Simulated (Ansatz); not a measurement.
The system is BaY.

```
Ba Y
1.0
     4.25569    0.00000    0.00000
     0.00000    4.25569    0.00000
     0.00000    0.00000    4.47542
Ba Y
1 1
Direct
  0.00000 0.00000 0.00000
  0.50000 0.50000 0.50000
```

The cell was built by a generator and needn't be a form met in nature.

```yaml
Program: Ansatz 0.2.0
Task: single point
Functional: PBE
Potentials_or_basis: all-electron LAPW, scalar-relativistic
Cutoff: 113 eV (chosen from the basis error)
Basis_error_allowed: 0.001 eV/atom
k_mesh: 6 × 6 × 6
Occupations: fermi-dirac, width 0.05 eV
Spin: no spin polarisation
```

On this cell: pressure 1.2 GPa; largest force under 0.003 eV/Å; band gap on the k mesh none (metal or under the smearing width).

The same run follows on a disturbed copy (atoms moved at random, drawn with an rms of 0.05 Å):

```
Ba Y
1.0
     4.25569    0.00000    0.00000
     0.00000    4.25569    0.00000
     0.00000    0.00000    4.47542
Ba Y
1 1
Direct
  0.99203 0.99801 0.00130
  0.50240 0.49649 0.49643
```

Task: What does the disturbed cell give?

Result: The energy (extrapolated to zero smearing) moves by +1.4 meV/atom; pressure 1.2 GPa; largest force 0.111 eV/Å; band gap on the k mesh none (metal or under the smearing width).

Forces in eV/Å, atoms in the order of the input:
```
Ba   0.098 -0.014 -0.051
Y   -0.098  0.014  0.051
```

Stress tensor (GPa, compression positive):
```
 1.38  0.00 -0.01
 0.00  1.39  0.00
-0.01  0.00  0.96
```
